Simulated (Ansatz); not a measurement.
# InRh2 in Ansatz: convergence with scf exx energy threshold

InRh2:

```
In Rh
1.0
     0.00000    2.89070    2.89070
     2.89070    0.00000    2.89070
     2.89070    2.89070    0.00000
In Rh
1 2
Direct
  0.00000 0.00000 0.00000
  0.25000 0.25000 0.25000
  0.75000 0.75000 0.75000
```

The cell was built by a generator and needn't be a form met in nature.

| Quantity | Value |
| --- | --- |
| Program | Ansatz 0.2.0 |
| Task | convergence study |
| Functional | HSE06 |
| Potentials or basis | Ansatz PAW earlier set |
| Cutoff | 640 eV |
| Density cutoff | 2560 eV |
| k mesh | 4 × 4 × 4 |
| Occupations | fermi-dirac, width 0.1 eV |
| Spin | no spin polarisation |

These are the settings of the first run; the series varies scf exx energy threshold, with any setting tied to it.

Hardware: 2 threads of Intel(R) Xeon(R) Platinum 8488C (Sapphire Rapids), with other jobs on the host.

```tsv
scf exx energy threshold	energy less the tightest run, at zero smearing (meV/atom)	SCF cycles	CPU time (s)	peak memory (GiB)
0.01	0.00	25	36	1.2
0.001	0.00	25	36	1.2
0.0001	0.00	25	36	1.2
1e-05	0.00	26	36	1.2
1e-06	0.00	27	37	1.2
1e-07	0.00	31	40	1.2
```

Against the tightest run, the energy stays within 1 meV/atom from 0.01 on. The tightest run that finished is the yardstick and may itself not be fully converged.

Caveat, for the tightest run too: the k mesh is coarse (spacing up to 0.47 Å⁻¹), so the values aren't converged, least of all with exact exchange.
